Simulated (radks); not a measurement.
# Cd²⁺ in [Ar] 3d10 4s1.75 4p6 4d10 5d0.25: an all-electron calculation

Aim: the levels, the sizes of the orbitals and the parts of the energy of the cadmium ion Cd2+.

Program: radks (a radial shooting solver on a logarithmic mesh, Libxc functionals) version 1. Level of theory: scalar-relativistic Kohn-Sham, Wu-Cohen GGA, spin-polarised, spherical densities, point nucleus; open shells are filled with parallel spins first. These are calculated values, not measurements, unless marked.

### Step 1. The atom as given

- element: cadmium (Z = 48)
- charge: +2
- electrons: 46
- configuration: [Ar] 3d10 4s1.75 4p6 4d10 5d0.25

### Step 2. Self-consistent calculation

The run's settings:

```text
Z 48
configuration [Ar] 3d10 4s1.75 4p6 4d10 5d0.25 5s0 5p0
relativity scalar-relativistic
functional wc,pbe
spin polarised
nucleus point
c 137.035999084
```

Started as:

```bash
python run_ks.py task.json out
```

All runs below come from this command, one after another.

What does the calculation give?

The runs gave:

| quantity | value |
| --- | --- |
| total energy | -5591.87894 hartree |
| exchange-correlation share of it | 2.74 % |
| −T/E | 1.0406 |
| highest occupied level | 5d up, -8.104 eV |
| most extended occupied level | 5d up, <r> = 4.76 bohr |
| radius at density 0.001 e/bohr³ | 3.33 bohr |
| maxima of the radial density | 4 |

**Reading.** 5 principal shells are occupied and 4 maxima appear in the radial density; where shells overlap, one shows as a shoulder or not at all. −T/E is 1.041: with relativity the kinetic term as defined here no longer equals −E. This is not the tabulated ground configuration, so its levels and sizes aren't those of the ground state, and no measured value stands beside it.
